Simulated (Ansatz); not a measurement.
**Cl₂Ga₂H₆N₂: basis-set convergence**

One table from this session's results is given with a row withheld; the runs are named, their logs left out.

The runs use Ansatz 0.2.0, Gaussian basis; one geometry, several basis sets.

The runs, in order: PBE0-D4/def2-SVP; ωB97M-V/def2-SVP; PBE0-D4/def2-QZVPP; ωB97M-V/def2-QZVPP; the functionals' def2-TZVPP values are taken from earlier runs.

**The relaxed structure**

All runs share one geometry, relaxed beforehand with PBE0-D4 in a triple-zeta def2 set.

12 atoms, charge 0, spin multiplicity 1.

Atoms are counted from 1 here; the program's logs count them from 0.

Bond lengths: Cl1–Ga2 2.170 Å, Ga2–N3 2.001 Å, Ga2–N6 2.001 Å, Ga2–H7 1.557 Å, N3–Ga4 2.001 Å, N3–H8 1.015 Å, N3–H9 1.013 Å, Ga4–Cl5 2.170 Å, Ga4–N6 2.001 Å, Ga4–H10 1.557 Å, N6–H11 1.015 Å, N6–H12 1.013 Å. Angles: Cl1–Ga2–N3 106.4°, Cl1–Ga2–N6 106.4°, Cl1–Ga2–H7 121.4°, N3–Ga2–N6 86.4°, N3–Ga2–H7 115.2°, N6–Ga2–H7 115.2°, Ga2–N3–Ga4 93.3°, Ga2–N3–H8 111.7°, Ga2–N3–H9 116.1°, Ga4–N3–H8 111.7°, Ga4–N3–H9 116.1°, H8–N3–H9 107.4°, N3–Ga4–Cl5 106.4°, N3–Ga4–N6 86.4°, N3–Ga4–H10 115.2°, Cl5–Ga4–N6 106.4°, Cl5–Ga4–H10 121.4°, N6–Ga4–H10 115.2° and more.

Set-up of the first run:

File in.yaml:

```yaml
crystal:
  periodic: [false, false, false]
  atoms:
    - {symbol: Cl, position_ang: [-1.763677, -1.779150, 1.645929]}
    - {symbol: Ga, position_ang: [0.043831, -1.371639, 0.516804]}
    - {symbol: N, position_ang: [0.686517, 0.428955, 1.109061]}
    - {symbol: Ga, position_ang: [0.272020, 1.285047, -0.651976]}
    - {symbol: Cl, position_ang: [-1.383867, 2.642067, -0.298972]}
    - {symbol: N, position_ang: [-0.536666, -0.470031, -1.173187]}
    - {symbol: H, position_ang: [1.153840, -2.449379, 0.346367]}
    - {symbol: H, position_ang: [0.111541, 0.806673, 1.855402]}
    - {symbol: H, position_ang: [1.650884, 0.480487, 1.414475]}
    - {symbol: H, position_ang: [1.511884, 1.718543, -1.487148]}
    - {symbol: H, position_ang: [-1.547837, -0.412873, -1.240695]}
    - {symbol: H, position_ang: [-0.198470, -0.878697, -2.036060]}
basis:
  gaussian: {orbitals: def2-SVP}
hamiltonian: {xc: pbe0, dispersion: d4}
output: {orbitals: {seedname: orbitals}}
```

Run with:

```bash
> ansatz run in.yaml --threads 4 --pin off --events-out ev --progress --plain --max-ram 11315MiB
```

Steps of the session up to this table: PBE0-D4 in def2-SVP; ωB97M-V in def2-SVP; PBE0-D4 in def2-QZVPP; ωB97M-V in def2-QZVPP.

One of the session's tables, all rows but one given; the rest of the session is left out.

It belongs to the step «Functionals by basis». 

```
functional       basis  HOMO (eV)  LUMO (eV)
   PBE0-D4    def2-SVP      -8.05       0.10
   PBE0-D4  def2-TZVPP      -8.19      -0.22
   PBE0-D4  def2-QZVPP      -8.22      -0.45
   ωB97M-V    def2-SVP     -10.23       1.72
   ωB97M-V  def2-TZVPP     -10.41       1.25
   ωB97M-V  def2-QZVPP          ?          ?
```

**Question.** Estimate the row for ωB97M-V, def2-QZVPP.

**Answer.** HOMO (eV): -10.45; LUMO (eV): 0.73. In the column «HOMO (eV)» it is the lowest.
